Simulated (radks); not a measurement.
# Nuclear size and the levels of Ta⁺

Aim: how the total energy, the levels and the density at the nucleus of Ta⁺ respond when the nuclear radius is scaled.

The numbers are computed with radks (a radial shooting solver on a logarithmic mesh, Libxc functionals) version 1 (Dirac Kohn-Sham, relativistic LDA (MacDonald-Vosko exchange, VWN5 correlation), spin-unpolarised, spherical densities, finite nucleus; open shells are shared between the two j in proportion to 2j + 1), except any that are marked as measured or tabulated.

### 1 The system

* element: tantalum (Z = 73)
* charge: +1
* electrons: 72
* configuration: [Xe] 4f14 5d3 6s1
* nuclear rms radius: 5.3507 fm

The outer shells:

Ta⁺
```
[Xe] core
4f [↑↓][↑↓][↑↓][↑↓][↑↓][↑↓][↑↓]
5d [↑ ][↑ ][↑ ][  ][  ]
6s [↑ ]
```

In the logs a row gives level, spin channel, occupation and eigenvalue; Etot, Ekin, Encl (electron-nucleus), Eh (Hartree) and Exc are energies, all in hartree; err is the last residual, it the number of iterations.

### 2 rms radius 5.3507 fm

Input:

```text
Z 73
configuration [Xe] 4f14 5d3 6s1 6p0 7s0
relativity Dirac
functional lda_x_rel,vwn5
spin unpolarised
j_filling average
nucleus finite rms 5.3507 fm
c 137.035999084
```

Output:

```text
1s1/2   1   2.0000       -2454.79664705
2s1/2   1   2.0000        -422.26391386
2p1/2   1   2.0000        -404.03100974
2p3/2   1   4.0000        -357.94124301
3s1/2   1   2.0000         -96.96765848
3p1/2   1   2.0000         -88.77509305
3p3/2   1   4.0000         -78.84414771
3d3/2   1   4.0000         -64.88194055
3d5/2   1   6.0000         -62.70619170
4s1/2   1   2.0000         -19.94929009
4p1/2   1   2.0000         -16.55809163
4p3/2   1   4.0000         -14.26206972
4d3/2   1   4.0000          -8.65386354
4d5/2   1   6.0000          -8.22987597
4f5/2   1   6.0000          -1.23066961
4f7/2   1   8.0000          -1.15767670
5s1/2   1   2.0000          -2.93722030
5p1/2   1   2.0000          -1.94905314
5p3/2   1   4.0000          -1.62752439
5d3/2   1   1.2000          -0.41043664
5d5/2   1   1.8000          -0.38679819
6s1/2   1   1.0000          -0.43597136
6p1/2   1   0.0000          -0.26891356
6p3/2   1   0.0000          -0.24142376
7s1/2   1   0.0000          -0.11633195
Etot -15584.469578843735
Ekin 17421.587035693552
Encl -38824.05639934489
Eh 6095.775026626014
Exc -277.7752418184116
err 8.818649703705028e-09
it 16
```

5d5/2 is the highest filled level (-10.525 eV).

From the orbitals of this run (lengths in bohr):

```tsv
level	occupation	energy (eV)	<r>	outermost maximum (interpolated)	90 % within	nodes
4f5/2	6	-33.488	0.6333	0.438	1.06	0
4f7/2	8	-31.502	0.6442	0.443	1.08	0
6s1/2	1	-11.863	3.057	2.66	4.45	5
5d3/2	1.2	-11.169	2.056	1.55	3.26	2
5d5/2	1.8	-10.525	2.132	1.60	3.39	2
6p1/2	0	-7.318	3.785	3.26	5.56	4
6p3/2	0	-6.569	4.075	3.53	5.97	4
7s1/2	0	-3.166	7.313	6.69	10.5	6
```

Radial density 4πr²ρ:

```tsv
r (bohr)	4πr²ρ (e/bohr)
0.000941	6.635
0.00151	13.61
0.00240	26.23
0.00385	47.25
0.00617	75.09
0.00981	98.28
0.0157	100.5
0.0252	91.03
0.0401	113.4
0.0643	130.4
0.103	102.7
0.164	121.2
0.263	67.71
0.421	73.09
0.670	38.05
1.07	15.43
1.72	5.287
2.74	1.354
4.39	0.2367
```

### 3 rms radius 4.7996 fm

Settings, as their differences from step 2:

```diff
@@ -6,3 +6,3 @@
 j_filling average
-nucleus finite rms 5.3507 fm
+nucleus finite rms 4.7996 fm
 c 137.035999084
```

Output:

```text
1s1/2   1   2.0000       -2454.94925437
2s1/2   1   2.0000        -422.28523325
2p1/2   1   2.0000        -404.03120438
2p3/2   1   4.0000        -357.94033774
3s1/2   1   2.0000         -96.97238383
3p1/2   1   2.0000         -88.77512906
3p3/2   1   4.0000         -78.84390403
3d3/2   1   4.0000         -64.88171941
3d5/2   1   6.0000         -62.70598161
4s1/2   1   2.0000         -19.95044872
4p1/2   1   2.0000         -16.55809353
4p3/2   1   4.0000         -14.26200464
4d3/2   1   4.0000          -8.65381123
4d5/2   1   6.0000          -8.22982615
4f5/2   1   6.0000          -1.23063976
4f7/2   1   8.0000          -1.15764754
5s1/2   1   2.0000          -2.93741215
5p1/2   1   2.0000          -1.94904559
5p3/2   1   4.0000          -1.62750840
5d3/2   1   1.2000          -0.41042890
5d5/2   1   1.8000          -0.38679093
6s1/2   1   1.0000          -0.43599050
6p1/2   1   0.0000          -0.26891095
6p3/2   1   0.0000          -0.24142044
7s1/2   1   0.0000          -0.11633493
Etot -15584.84772166684
Ekin 17423.810422736453
Encl -38826.68222427477
Eh 6095.799809143782
Exc -277.77572927230267
err 8.81332673272945e-09
it 16
```

Energy against step 2 (rms radius 5.3507 fm): -10.290 eV. 5d5/2 is the highest filled level (-10.525 eV).

### 4 rms radius 5.1795 fm

Settings, as their differences from step 3:

```diff
@@ -6,3 +6,3 @@
 j_filling average
-nucleus finite rms 4.7996 fm
+nucleus finite rms 5.1795 fm
 c 137.035999084
```

Output:

```text
1s1/2   1   2.0000       -2454.84523891
2s1/2   1   2.0000        -422.27070172
2p1/2   1   2.0000        -404.03107197
2p3/2   1   4.0000        -357.94095477
3s1/2   1   2.0000         -96.96916297
3p1/2   1   2.0000         -88.77510458
3p3/2   1   4.0000         -78.84407012
3d3/2   1   4.0000         -64.88187013
3d5/2   1   6.0000         -62.70612480
4s1/2   1   2.0000         -19.94965898
4p1/2   1   2.0000         -16.55809225
4p3/2   1   4.0000         -14.26204900
4d3/2   1   4.0000          -8.65384689
4d5/2   1   6.0000          -8.22986011
4f5/2   1   6.0000          -1.23066010
4f7/2   1   8.0000          -1.15766742
5s1/2   1   2.0000          -2.93728138
5p1/2   1   2.0000          -1.94905074
5p3/2   1   4.0000          -1.62751930
5d3/2   1   1.2000          -0.41043418
5d5/2   1   1.8000          -0.38679588
6s1/2   1   1.0000          -0.43597745
6p1/2   1   0.0000          -0.26891273
6p3/2   1   0.0000          -0.24142270
7s1/2   1   0.0000          -0.11633290
Etot -15584.589982545349
Ekin 17422.291841445873
Encl -38824.88934393914
Eh 6095.782917138698
Exc -277.77539719078015
err 8.817708081896708e-09
it 16
```

Energy against step 2 (rms radius 5.3507 fm): -3.276 eV. The top filled level is 5d5/2, -10.525 eV.

### 5 rms radius 5.8323 fm

Settings, as their differences from step 4:

```diff
@@ -6,3 +6,3 @@
 j_filling average
-nucleus finite rms 5.1795 fm
+nucleus finite rms 5.8323 fm
 c 137.035999084
```

Output:

```text
1s1/2   1   2.0000       -2454.65436357
2s1/2   1   2.0000        -422.24404049
2p1/2   1   2.0000        -404.03082626
2p3/2   1   4.0000        -357.94208698
3s1/2   1   2.0000         -96.96325375
3p1/2   1   2.0000         -88.77505898
3p3/2   1   4.0000         -78.84437489
3d3/2   1   4.0000         -64.88214671
3d5/2   1   6.0000         -62.70638755
4s1/2   1   2.0000         -19.94821008
4p1/2   1   2.0000         -16.55808974
4p3/2   1   4.0000         -14.26213040
4d3/2   1   4.0000          -8.65391232
4d5/2   1   6.0000          -8.22992242
4f5/2   1   6.0000          -1.23069744
4f7/2   1   8.0000          -1.15770389
5s1/2   1   2.0000          -2.93704148
5p1/2   1   2.0000          -1.94906016
5p3/2   1   4.0000          -1.62753929
5d3/2   1   1.2000          -0.41044385
5d5/2   1   1.8000          -0.38680496
6s1/2   1   1.0000          -0.43595351
6p1/2   1   0.0000          -0.26891600
6p3/2   1   0.0000          -0.24142686
7s1/2   1   0.0000          -0.11632918
Etot -15584.117026595133
Ekin 17419.53847168657
Encl -38821.63263703346
Eh 6095.751924788814
Exc -277.7747860370604
err 8.824242544159121e-09
it 16
```

Energy against step 2 (rms radius 5.3507 fm): +9.593 eV. 5d5/2 is the highest filled level (-10.525 eV).

### 6 rms radius 6.683 fm

Settings, as their differences from step 5:

```diff
@@ -6,3 +6,3 @@
 j_filling average
-nucleus finite rms 5.8323 fm
+nucleus finite rms 6.683 fm
 c 137.035999084
```

Output:

```text
1s1/2   1   2.0000       -2454.38351571
2s1/2   1   2.0000        -422.20621930
2p1/2   1   2.0000        -404.03047202
2p3/2   1   4.0000        -357.94369343
3s1/2   1   2.0000         -96.95487132
3p1/2   1   2.0000         -88.77499292
3p3/2   1   4.0000         -78.84480732
3d3/2   1   4.0000         -64.88253913
3d5/2   1   6.0000         -62.70676037
4s1/2   1   2.0000         -19.94615482
4p1/2   1   2.0000         -16.55808585
4p3/2   1   4.0000         -14.26224589
4d3/2   1   4.0000          -8.65400516
4d5/2   1   6.0000          -8.23001083
4f5/2   1   6.0000          -1.23075042
4f7/2   1   8.0000          -1.15775563
5s1/2   1   2.0000          -2.93670118
5p1/2   1   2.0000          -1.94907349
5p3/2   1   4.0000          -1.62756767
5d3/2   1   1.2000          -0.41045759
5d5/2   1   1.8000          -0.38681785
6s1/2   1   1.0000          -0.43591957
6p1/2   1   0.0000          -0.26892064
6p3/2   1   0.0000          -0.24143276
7s1/2   1   0.0000          -0.11632390
Etot -15583.445938533898
Ekin 17415.693242639707
Encl -38817.07322481263
Eh 6095.707958840009
Exc -277.77391520098286
err 8.834135181116547e-09
it 16
```

E − E(step 2, rms radius 5.3507 fm) = +27.855 eV. 5d5/2 is the highest filled level (-10.526 eV).

### 7 Summary of results

```tsv
rms radius (fm)	total energy shift (eV)	density at nucleus (e/bohr³)	1s1/2 shift (meV)	2s1/2 shift (meV)	6s1/2 shift (meV)	6p1/2 shift (meV)	7s1/2 shift (meV)
4.7996	-10.3	1.342e+06	-4153	-580	-0.521	0.0712	-0.0810
5.1795	-3.28	1.308e+06	-1322	-185	-0.166	0.0227	-0.0258
5.3507	0	1.294e+06	0	0	0	0	0
5.8323	9.59	1.257e+06	3872	541	0.485	-0.0663	0.0755
6.683	27.9	1.2e+06	11242	1570	1.41	-0.192	0.219
```

In words: Shifts are against the first run. Over the range the 1s1/2 level moves by 15.4 eV and the 7s1/2 level by 0.300 meV. A larger nucleus binds the 1s electrons less and lowers the density at its centre. These are shifts of eigenvalues, not the field shifts of spectral lines.
